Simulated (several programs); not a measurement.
## Many methods on one cell: In3GaAs4 (ordering on zincblende)

In3GaAs4 as one 8-atom ordering (P-4m2) on the zincblende lattice, relaxed with r2SCAN in Ansatz, was computed with several methods. The symmetry is P-4m2 (No. 115, tetragonal); a = 4.237 Å, c = 12.029 Å in the conventional setting, 26.99 Å³ an atom. Ga has 4 As at 2.50 Å; As has 2 Ga at 2.50 Å and 2 In at 2.63 Å; In has 4 As at 2.63 Å; As has 4 In at 2.63 Å. Note: simulated data, non-magnetic, for a generated structure that need not be the stable one.

```yaml
crystal:
  lattice:
    - [4.23706, 0.00000, 0.00000]
    - [0.00000, 4.23706, 0.00000]
    - [0.00000, 0.00000, 12.02911]
  atoms:
    - { symbol: Ga, position: [0.00000, 0.00000, 0.00000] }
    - { symbol: As, position: [0.00000, 0.50000, 0.11102] }
    - { symbol: In, position: [0.50000, 0.50000, 0.24123] }
    - { symbol: As, position: [0.50000, 0.00000, 0.37057] }
    - { symbol: In, position: [0.00000, 0.00000, 0.50000] }
    - { symbol: As, position: [0.00000, 0.50000, 0.62943] }
    - { symbol: In, position: [0.50000, 0.50000, 0.75877] }
    - { symbol: As, position: [0.50000, 0.00000, 0.88898] }
```

Gaps and times are for a single point on this cell; volume and bulk modulus come from each method's own relaxation or energy curve at fixed shape, which is too stiff where a cell has free coordinates or axes. Times are rough, from shared hosts (Arm Neoverse V1; Arm Neoverse V2), and each method has its own mesh and cell size. A double dagger marks a value from a curve with shape and coordinates held. PM6 (MOPAC), PM7 (MOPAC), GFN2-xTB (tblite) treat a cluster of cells at its zone centre, which samples few k points: where these miss a band edge, the gap comes out too large for that reason alone. Gaps from k meshes are read at a limited set of points (mesh, symmetry points, PBE's band edges), so each method's own least gap may be somewhat smaller. xTB and the PM methods were fitted mostly to molecules, and can miss a solid's gap by electronvolts. Minimal bases can be far off for gaps. Times of the plane-wave rungs are withheld (a dash), since they come from other jobs, hosts and meshes; the meshes of hybrids and Hartree-Fock don't converge their gaps to the digits shown. d marks a direct gap, i an indirect one (no mark: not told apart), a dash a value that wasn't computed or didn't pass its checks.

| method | kind | gap (eV) | own volume (Å³/atom) | bulk modulus (GPa) | atoms computed | processor time |
| --- | --- | --- | --- | --- | --- | --- |
| PM6 (MOPAC) | semi-empirical | 3.90 | – | – | cluster | 2.6 s |
| GFN2-xTB (tblite) | tight binding | 0 | – | – | cluster | 3 s |
| PM7 (MOPAC) | semi-empirical | 5.80 | 26.68‡ | 91‡ | cluster | 3.4 s |
| light PBE (260 eV, its own mesh) | light plane-wave | 0 | – | – | 8 | 6.5 s |
| PBE/SZV (CP2K) | small basis | 0 | 29.33‡ | 50‡ | 8 | 17 s |
| PBE | semilocal | 0 | 28.11 | 51‡ | 8 | – |
| PBE/DZVP (CP2K) | small basis | 0 | 28.42‡ | 50‡ | 8 | 52 s |
| r2SCAN | semilocal | 0.16 d | 26.99 | 60‡ | 8 | – |
| PBE+SOC | semilocal | 0.06 d | – | – | 8 | – |
| HSE06 | hybrid | 0.49 d | – | – | 8 | – |

Against HSE06 (0.49 eV) the nearest gap at the points sampled is that of r2SCAN (-0.32 eV) and the farthest that of PM7 (MOPAC) (+5.31 eV). HSE06 is only a yardstick of convenience, and nearness to it can be luck.

Volumes against r2SCAN's: PBE +4.1 %.

Runs without a result: GFN1-xTB (tblite) (single point).

With PBE the bands overlap or touch, or nearly. Semilocal functionals can close a real gap, so this doesn't show a metal; small gaps of other methods may in turn close between the points read or with spin-orbit coupling, and the solid may be a semimetal.

Only the rows marked +SOC include spin-orbit coupling.
